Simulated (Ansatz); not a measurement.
**SnH3S+ (SMILES [SH][SnH2+]): functionals against CCSD(T) at one geometry**

An exercise on one series of results from a longer session: the logs are not shown, and one member is left open.

The runs use Ansatz 0.2.0, Gaussian basis; single points in def2-TZVPP.

Cores are frozen in the correlated methods. Filled d shells of the heavier atoms are correlated. Core potentials replace the inner electrons past krypton, and spin-orbit coupling is left out.

## Starting geometry

SMILES `[SH][SnH2+]`, 5 atoms, charge 1, spin multiplicity 1.

Atoms are counted from 1 here; the program's logs count them from 0.

Bond lengths: S1–Sn2 2.394 Å, S1–H3 1.424 Å, Sn2–H4 1.781 Å, Sn2–H5 1.772 Å. Angles: Sn2–S1–H3 92.5°, S1–Sn2–H4 124.1°, S1–Sn2–H5 124.4°, H4–Sn2–H5 110.4°.

As a file:

```xyz
5
charge 1, multiplicity 1
S     1.0458   -1.3519    0.7707
Sn   -0.0019    0.4655   -0.3835
H    -0.1158   -1.6059    1.5546
H    -0.7663    0.3241   -1.9856
H     0.1650    2.1695    0.0714
```

The first run:

File run/in.yaml:

```yaml
crystal:
  periodic: [false, false, false]
  atoms:
    - {symbol: S, position_ang: [1.045800, -1.351900, 0.770700]}
    - {symbol: Sn, position_ang: [-0.001900, 0.465500, -0.383500]}
    - {symbol: H, position_ang: [-0.115800, -1.605900, 1.554600]}
    - {symbol: H, position_ang: [-0.766300, 0.324100, -1.985600]}
    - {symbol: H, position_ang: [0.165000, 2.169500, 0.071400]}
basis:
  gaussian: {orbitals: def2-TZVPP}
total_charge: 1
correlation: {method: ccsd_t}
output: {forces: true}
```

The command line of these runs was not kept.

Among the steps run: CCSD(T)/def2-TZVPP; PBE0-D4/def2-TZVPP; wB97M-V/def2-TZVPP; r2SCAN-D4/def2-TZVPP; PBE-D4/def2-TZVPP; wB97X-V/def2-TZVPP; r2SCAN0-D4/def2-TZVPP.

One of the session's tables, all rows but one given; the rest of the session is left out.

| method | RMS force component (eV/Å) | angle to CCSD(T) forces (°) |
| --- | --- | --- |
| CCSD(T) | 0.754 | reference |
| PBE0-D4 | 0.710 | 4.6 |
| wB97M-V | 0.778 | 2.6 |
| r2SCAN-D4 | ? | ? |
| PBE-D4 | 0.556 | 6.7 |
| wB97X-V | 0.799 | 5.4 |
| r2SCAN0-D4 | 0.789 | 5.3 |

**Question.** Estimate the row for r2SCAN-D4.

As computed: RMS force component (eV/Å): 0.686; angle to CCSD(T) forces (°): 3.8. In the column «RMS force component (eV/Å)» it lies between PBE-D4 (0.556) and PBE0-D4 (0.710).
